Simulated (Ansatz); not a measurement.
CdSe, space group F-43m, an all-electron equation of state

With Ansatz 0.2.0 through its Python package.

Interactive session:
```pycon
>>> import ansatz as az
>>> from ase.eos import EquationOfState
>>> from ase.units import GPa
>>> import numpy as np
>>> OCCUPATIONS = "fixed"
>>> KGRID = (6, 6, 6)
>>> vectors0 = np.array([
...     [0.0, 3.070271, 3.070271],
...     [3.070271, 0.0, 3.070271],
...     [3.070271, 3.070271, 0.0],
... ])
>>> sites = [
...     ("Cd", [0.0, 0.0, 0.0]),
...     ("Se", [0.75, 0.75, 0.75]),
... ]
>>> def on_lattice(cell):
...     crystal = az.Crystal(lattice=az.Lattice.of(cell))
...     for symbol, position in sites:
...         crystal = crystal.atom(symbol, position)
...     return crystal
...
>>> volumes, energies = [], []
>>> for scale in np.linspace(0.94, 1.06, 7):
...     cell = vectors0 * scale ** (1 / 3)
...     base = (
...         on_lattice(cell).calculation()
...         .occupations(OCCUPATIONS)
...         .functional(az.Functional.PBE)
...         .kpoints(*KGRID)
...         .pseudopotentials("all_electron", lapw=True)
...     )
...     report = base.run(threads=1).report
...     volumes.append(abs(np.linalg.det(cell)) / len(sites))
...     energies.append(report["free_energy_ev"] / len(sites))
...     print(f"{scale:.3f} {volumes[-1]:9.4f} A^3/atom {energies[-1]:16.5f} eV/atom  (estimated basis error {1000 * report['lapw_basis_errors']['total_ev_per_atom']:.2f} meV/atom)")
...
0.940   27.2056 A^3/atom    -109181.14795 eV/atom  (estimated basis error 0.11 meV/atom)
0.960   27.7844 A^3/atom    -109181.16330 eV/atom  (estimated basis error 0.11 meV/atom)
0.980   28.3633 A^3/atom    -109181.17406 eV/atom  (estimated basis error 0.11 meV/atom)
1.000   28.9421 A^3/atom    -109181.18070 eV/atom  (estimated basis error 0.12 meV/atom)
1.020   29.5209 A^3/atom    -109181.18367 eV/atom  (estimated basis error 0.12 meV/atom)
1.040   30.0998 A^3/atom    -109181.18334 eV/atom  (estimated basis error 0.11 meV/atom)
1.060   30.6786 A^3/atom    -109181.18006 eV/atom  (estimated basis error 0.11 meV/atom)
>>> v0, e0, bulk = EquationOfState(volumes, energies, eos="birchmurnaghan").fit()
>>> print(f"V0 = {v0:.4f} A^3/atom, B0 = {bulk / GPa:.1f} GPa")
V0 = 29.7508 A^3/atom, B0 = 45.0 GPa
```

A third-order Birch-Murnaghan fit through the 7 points has its minimum at 29.75 Å³ an atom, 2.8 % above the typed cell, with a bulk modulus of 45 GPa and dB/dP = 4.6. From that minimum the energy rises by 36.0 meV an atom on the compressed side and 3.9 meV on the expanded side.

What to keep in mind:
- All-electron totals depend on functional, relativistic treatment and basis; only differences at equal settings carry meaning.
- The structure comes from a database of computed cells and needn't be a stable or known phase.
- Wall time of the script: 79 s on 1 thread of Intel(R) Xeon(R) Processor @ 2.30GHz, on a shared host, peak memory 0.47 GiB.
